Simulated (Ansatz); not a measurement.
This script makes vertical energies of changing the electron count of BrGeHO, SMILES [OH][Ge][Br] with the Python package of Ansatz (0.2.0).

`ip.py`:
```python
'''Vertical ionisation energy and electron affinity of BrGeHO.'''

import ansatz

BASIS = 'def2-SVPD'
FUNCTIONAL = 'r2SCAN'


def energy(molecule, charge=0, unpaired=0):
    calc = (
        molecule.calculation()
        .basis(gaussian=BASIS)
        .functional(FUNCTIONAL)
    )
    if charge:
        calc = calc.charge(charge)
    if unpaired:
        calc = calc.spin('collinear', total=unpaired)
    return calc.run().report['free_energy_ev']

geometry = (
    ansatz.Crystal.molecule()
    .atom('O', [-0.8753, 0.2995, -0.7475])
    .atom('Ge', [-0.5032, -0.4243, 0.7998])
    .atom('Br', [1.6976, -1.087, 0.7437])
    .atom('H', [-0.2635, 1.1515, -0.8162])
)

# total-energy differences at one geometry
parent = energy(geometry, 0, 0)
cation = energy(geometry, 1, 1)
print(f'E(N)   = {parent:.5f} eV')
print(f'E(N-1) = {cation:.5f} eV  (1 unpaired)')
print(f'vertical ionisation energy {cation - parent:.3f} eV')
anion = energy(geometry, -1, 1)
print(f'E(N+1) = {anion:.5f} eV  (1 unpaired)')
print(f'vertical electron affinity {parent - anion:.3f} eV' + ('' if anion < parent else ' (unbound in this basis)'))
print(f'fundamental gap IP - EA = {cation + anion - 2 * parent:.3f} eV')
```

What does it cost to change the electron count at this fixed geometry?

At this unrelaxed geometry removing an electron costs 9.54 eV and adding one releases 0.79 eV.

The run itself:

```console
$ python ip.py
E(N)   = -128610.97139 eV
E(N-1) = -128601.42655 eV  (1 unpaired)
vertical ionisation energy 9.545 eV
E(N+1) = -128611.76473 eV  (1 unpaired)
vertical electron affinity 0.793 eV
fundamental gap IP - EA = 8.752 eV
```

Notes:
- Total energies depend on the basis set; only differences at equal settings carry meaning.
- The geometry is a force-field or estimated start, not a minimum of this method, and the basis set is short of its limit. All parts are taken at fixed geometry, without zero-point energy. At an unrelaxed start these energies can be a whole eV from those at the minimum, and a small affinity can change sign.
- Finished in 38 s on 1 thread of Arm Neoverse V2, on a shared host, peak memory 0.28 GiB.
